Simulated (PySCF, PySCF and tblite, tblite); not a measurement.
# C₄H₈GeN₂: a path driven as a shift of bonds, and NMR exchange, part 2 of 2

PySCF and tblite. Atoms count from 0. The steps go on from the part before.

## 9. Shieldings, start: CAM-B3LYP/pcSseg-1 in cyclohexane

What the job is given:

```
{"job": {"kind": "nmr", "xc": "CAM-B3LYP", "basis": "pcSseg-1", "solvent": "cyclohexane", "pop": false}, "charge": 0, "multiplicity": 1}
C      0.163773     0.355585    -2.777528
C      0.118065     0.457054    -1.289336
C      1.183267     0.730483    -0.392682
N      0.780184     0.743404     0.866900
N     -0.534093     0.483473     0.826171
Ge    -1.453401     0.422945     2.450993
C     -0.970792     0.305287    -0.452134
H      0.535380     1.285892    -3.235681
H      0.829609    -0.457454    -3.108290
H     -0.833922     0.156592    -3.193828
H      2.230926     0.918190    -0.631778
H     -0.831877    -0.686263     3.305166
H     -2.906913     0.105237     2.069705
H     -1.326260     1.795461     3.119613
H     -2.013599     0.085500    -0.676346
```

What it wrote:

```text
coarse grid: 58152 points
cycle   1  E = -2343.4026806185  dE =  5.090e-01  |g| = 9.076e-01  |ddm| = 3.742e+00
cycle   2  E = -2343.4090553876  dE = -6.375e-03  |g| = 8.443e-01  |ddm| = 9.849e-01
cycle   3  E = -2343.4708888786  dE = -6.183e-02  |g| = 9.079e-02  |ddm| = 4.868e-01
cycle   4  E = -2343.4717755693  dE = -8.867e-04  |g| = 5.653e-02  |ddm| = 9.247e-02
cycle   5  E = -2343.4723778326  dE = -6.023e-04  |g| = 4.916e-03  |ddm| = 4.088e-02
cycle   6  E = -2343.4723843701  dE = -6.538e-06  |g| = 2.554e-03  |ddm| = 9.713e-03
final grid: 122832 points
cycle   7  E = -2343.4723623140  dE =  3.988e-07  |g| = 3.252e-03  |ddm| = 4.148e-03
cycle   8  E = -2343.4723601818  dE =  2.132e-06  |g| = 4.585e-03  |ddm| = 5.183e-03
cycle   9  E = -2343.4723645446  dE = -4.363e-06  |g| = 3.678e-04  |ddm| = 3.112e-03
cycle  10  E = -2343.4723645762  dE = -3.161e-08  |g| = 6.341e-05  |ddm| = 2.782e-04
cycle  11  E = -2343.4723645792  dE = -3.008e-09  |g| = 3.938e-05  |ddm| = 1.687e-04
cycle  12  E = -2343.4723645798  dE = -6.257e-10  |g| = 6.978e-06  |ddm| = 6.409e-05
converged SCF energy = -2343.4723645798

GIAO shielding tensors (ppm)
atom      isotropic    diamagn.    paramagn.     s11        s22        s33       span
  0 C      172.950     241.529     -68.579    162.271    168.641    187.937     25.665
  1 C       57.530     266.939    -209.410    -18.696     40.125    151.161    169.857
  2 C       30.054     250.693    -220.639    -64.913     36.625    118.450    183.362
  3 N      -95.328     326.635    -421.963   -324.490   -128.215    166.721    491.211
  4 N       37.667     334.096    -296.429    -70.164     47.281    135.884    206.048
  5 Ge    1467.044    2754.323   -1287.279   1390.764   1404.393   1605.974    215.210
  6 C       39.354     252.150    -212.796    -47.618     46.082    119.598    167.217
  7 H       29.119      26.362       2.758     24.447     27.112     35.799     11.351
  8 H       29.123      27.630       1.492     24.518     27.004     35.846     11.328
  9 H       29.288      27.907       1.381     23.979     28.891     34.995     11.016
 10 H       23.743      31.981      -8.238     21.166     23.813     26.251      5.085
 11 H       26.143      27.852      -1.710     19.846     21.771     36.811     16.965
 12 H       26.284      28.094      -1.810     19.290     23.020     36.542     17.252
 13 H       26.142      27.323      -1.181     19.856     21.762     36.809     16.953
 14 H       23.967      33.891      -9.923     20.800     23.110     27.992      7.192
```

Run time: 37 s. Hardware: 1 thread of Arm Neoverse V1, shared host; peak memory 1 GiB.

In short: HOMO -8.02 eV, LUMO 1.58 eV; dipole 2.47 D.

## 10. Shieldings, saddle of leg 1: CAM-B3LYP/pcSseg-1 in cyclohexane

What the job is given:

```
{"job": {"kind": "nmr", "xc": "CAM-B3LYP", "basis": "pcSseg-1", "solvent": "cyclohexane", "pop": false}, "charge": 0, "multiplicity": 1}
C      0.598446     0.175272    -2.512231
C      0.322072    -0.078247    -1.067702
C      1.155322     0.184444     0.027924
N      0.597276    -0.301793     1.142927
N     -0.618142    -0.841673     0.815654
Ge    -0.777742     0.165005     2.617989
C     -0.805438    -0.686708    -0.500499
H      1.201057     1.084923    -2.649692
H      1.153676    -0.658636    -2.971717
H     -0.334769     0.300166    -3.080258
H      2.127905     0.675533     0.052247
H     -0.542115    -0.972010     3.610399
H     -2.279390     0.507260     2.453331
H     -0.080209     1.479735     3.046616
H     -1.717947    -1.033271    -0.984987
```

What it wrote:

```text
coarse grid: 58152 points
cycle   1  E = -2343.3687391439  dE =  5.207e-01  |g| = 9.011e-01  |ddm| = 3.743e+00
cycle   2  E = -2343.3801642838  dE = -1.143e-02  |g| = 8.186e-01  |ddm| = 8.635e-01
cycle   3  E = -2343.4324135336  dE = -5.225e-02  |g| = 6.935e-02  |ddm| = 4.333e-01
cycle   4  E = -2343.4328639669  dE = -4.504e-04  |g| = 2.172e-02  |ddm| = 7.158e-02
cycle   5  E = -2343.4329494600  dE = -8.549e-05  |g| = 1.102e-02  |ddm| = 2.376e-02
cycle   6  E = -2343.4329752627  dE = -2.580e-05  |g| = 1.962e-03  |ddm| = 1.082e-02
cycle   7  E = -2343.4329761581  dE = -8.954e-07  |g| = 6.192e-04  |ddm| = 2.354e-03
final grid: 122832 points
cycle   8  E = -2343.4329782234  dE = -3.688e-08  |g| = 6.297e-04  |ddm| = 1.310e-03
cycle   9  E = -2343.4329781825  dE =  4.086e-08  |g| = 8.048e-04  |ddm| = 9.487e-04
cycle  10  E = -2343.4329783123  dE = -1.298e-07  |g| = 8.711e-05  |ddm| = 5.470e-04
cycle  11  E = -2343.4329783141  dE = -1.856e-09  |g| = 2.308e-05  |ddm| = 7.554e-05
cycle  12  E = -2343.4329783144  dE = -2.528e-10  |g| = 8.918e-06  |ddm| = 4.994e-05
converged SCF energy = -2343.4329783144

GIAO shielding tensors (ppm)
atom      isotropic    diamagn.    paramagn.     s11        s22        s33       span
  0 C      172.651     241.764     -69.113    161.389    169.142    187.421     26.031
  1 C       48.483     265.669    -217.186    -35.001     25.738    154.710    189.711
  2 C       32.267     251.304    -219.038    -53.448     28.020    122.227    175.675
  3 N      -42.060     329.114    -371.174   -193.312   -111.545    178.676    371.988
  4 N      -41.670     329.137    -370.808   -193.073   -110.841    178.903    371.976
  5 Ge    1472.593    2752.006   -1279.413   1345.971   1436.849   1634.960    288.989
  6 C       32.300     251.306    -219.006    -53.233     28.805    121.327    174.560
  7 H       29.039      27.686       1.354     23.957     28.131     35.030     11.072
  8 H       29.107      26.445       2.662     25.033     26.085     36.203     11.170
  9 H       29.067      27.728       1.338     23.937     28.268     34.996     11.059
 10 H       23.654      32.633      -8.980     21.008     23.444     26.509      5.500
 11 H       25.609      27.612      -2.003     20.277     21.012     35.540     15.263
 12 H       25.931      27.386      -1.455     18.216     22.935     36.643     18.428
 13 H       25.931      27.390      -1.459     18.210     22.935     36.649     18.439
 14 H       23.672      32.641      -8.969     21.052     23.482     26.481      5.429
```

It took 36 s on 1 thread of Arm Neoverse V1, shared host; peak memory 1 GiB.

Key values: HOMO -8.35 eV, LUMO 1.03 eV; dipole 1.74 D.

## 11. The path in numbers

What the job is given:

```
{"job": {"smiles": "Cc1cn[n]([GeH3])c1", "charge": 0, "mult": 1, "motion": "shift", "what": "1,2-shift in an azole", "atoms": [5, 4, 3], "drives": [{"terms": [["d", [5, 4], 1], ["d", [5, 3], -1]], "neg": true, "n": 14}], "study": "path", "level": {"kind": "nmr", "xc": "CAM-B3LYP", "basis": "pcSseg-1", "solvent": "cyclohexane"}, "fields": [100, 250, 900], "first": 3, "seed": 650, "refine": {"xc": "PBE0", "basis": "def2-SVP"}, "kind": "path"}, "charge": 0, "multiplicity": 1}
C      0.203021     0.371585    -2.774361
C      0.090319     0.446816    -1.291250
C      1.118795     0.693685    -0.363327
N      0.655939     0.691801     0.867975
N     -0.661689     0.448402     0.782030
Ge    -1.424879     0.433641     2.449328
C     -1.030933     0.296707    -0.508667
H      0.525634     1.329821    -3.181039
H      0.937631    -0.379275    -3.062815
H     -0.756659     0.110969    -3.214333
H      2.159821     0.867492    -0.557121
H     -0.714835    -0.623202     3.220331
H     -2.877434     0.128658     2.260498
H     -1.201934     1.789151     3.024453
H     -2.052451     0.095134    -0.770760
```

What it wrote:

```text
stationary points (kcal/mol above the start)
  n  kind          group   xTB      DFT    lowest mode
  0  minimum      Cs       0.00     0.00      35.5
  1  saddle       Cs      10.21    24.62    -217.1
  2  minimum      C1       0.01     0.00      36.2

GFN2-xTB energies: T/K, barrier G, reaction G (kcal/mol), k forward, k back (1/s)
 150.00     9.74    -0.01     0.0403     0.0192
 200.00     9.83    -0.02        153       72.4
 250.00     9.93    -0.03   2.19e+04   1.04e+04
 298.15    10.03    -0.03   5.49e+05   2.59e+05
 350.00    10.16    -0.04   6.61e+06   3.12e+06
 400.00    10.29    -0.05   3.98e+07   1.88e+07
 500.00    10.57    -0.06   5.02e+08   2.37e+08

PBE0-D3(BJ)/def2-SVP energies: T/K, barrier G, reaction G (kcal/mol), k forward, k back (1/s)
 150.00    21.16    -0.03   9.29e-19   4.24e-19
 200.00    21.24    -0.03   5.08e-11   2.33e-11
 250.00    21.34    -0.04   2.28e-06   1.05e-06
 298.15    21.45    -0.05    0.00234    0.00108
 350.00    21.58    -0.05       0.49      0.227
 400.00    21.71    -0.06         23       10.7
 500.00    21.99    -0.07   5.12e+03   2.38e+03

CAM-B3LYP/pcSseg-1 + D3(BJ), IEF-PCM cyclohexane energies: T/K, barrier G, reaction G (kcal/mol), k forward, k back (1/s)
 150.00    24.15    -0.03   4.02e-23   1.83e-23
 200.00    24.24    -0.03   2.71e-14   1.24e-14
 250.00    24.34    -0.04    5.5e-09   2.53e-09
 298.15    24.45    -0.05   1.49e-05    6.9e-06
 350.00    24.57    -0.05     0.0066    0.00306
 400.00    24.70    -0.06      0.531      0.246
 500.00    24.98    -0.07        251        117
```

It took 7.9 min on 1 thread of Arm Neoverse V1, shared host; peak memory 1 GiB. This counts the whole study up to here.

Barriers by level (kcal/mol; entropies in cal/(mol K)). Zero-point and thermal terms come from xTB in every row. ΔG‡ leaves symmetry out; the rate counts equivalent paths (a factor of 2); effective ΔG‡, where given, is the barrier that would give that rate by Eyring's equation alone:

```
                                           level    ΔE‡  with zero-point    ΔH‡   ΔS‡  ΔG‡ (298 K)  ΔE of reaction  k at 298 K (1/s)  effective ΔG‡
                                        GFN2-xTB  10.21             9.60   9.06  -3.3        10.03            0.01           5.5e+05           9.62
                            PBE0-D3(BJ)/def2-SVP  21.63            21.02  20.48  -3.3        21.45            0.00            0.0023          21.04
CAM-B3LYP/pcSseg-1 + D3(BJ), IEF-PCM cyclohexane  24.63            24.02  23.47  -3.3        24.45            0.00           1.5e-05          24.04
```

Sites that the driver pairs across this motion, and where their lines would merge (no couplings; faster rotations or exchange between molecules can average them sooner):

| nucleus | sites: shielding (ppm) | proton frequency (MHz) | spread (Hz) | coalescence (K) | lines at 298 K |
| --- | --- | --- | --- | --- | --- |
| ¹⁵N | N3: -95.3; N4: 37.7 | 100 | 1348 | 556 | 2 |
| ¹⁵N | N3: -95.3; N4: 37.7 | 250 | 3371 | 580 | 2 |
| ¹⁵N | N3: -95.3; N4: 37.7 | 900 | 12137 | 616 | 2 |
| ¹³C | C2: 30.1; C6: 39.4 | 100 | 234 | 515 | 2 |
| ¹³C | C2: 30.1; C6: 39.4 | 250 | 585 | 536 | 2 |
| ¹³C | C2: 30.1; C6: 39.4 | 900 | 2105 | 567 | 2 |
| ¹H | H10: 23.74; H14: 23.97 | 100 | 22 | 469 | 2 |
| ¹H | H10: 23.74; H14: 23.97 | 250 | 56 | 486 | 2 |
| ¹H | H10: 23.74; H14: 23.97 | 900 | 202 | 512 | 2 |

## 12. Results

What follows sums up all 2 parts.

```
                                                  quantity                               value
barrier (CAM-B3LYP/pcSseg-1 + D3(BJ), IEF-PCM cyclohexane)  ΔE‡ 24.6, ΔG‡(298 K) 24.4 kcal/mol
                                        barrier (GFN2-xTB)                   ΔE‡ 10.2 kcal/mol
                                             rate at 298 K                         1.5e-05 s⁻¹
                                           end of the path   the start, renumbered or mirrored
                                     coalescence of ¹³C C2                    567 K at 900 MHz
```

What this shows: DFT puts the top 24.6 kcal/mol above the start (xTB: 10.2); the rate from the DFT barrier is 1.5e-05 s⁻¹ at 298 K. An error of 1.4 kcal/mol changes that rate tenfold. The ¹³C lines of C2 and its partners, 2105 Hz apart at 900 MHz, merge at 567 K, so by this path alone the exchange at 298 K is slow for them; other paths were not followed.
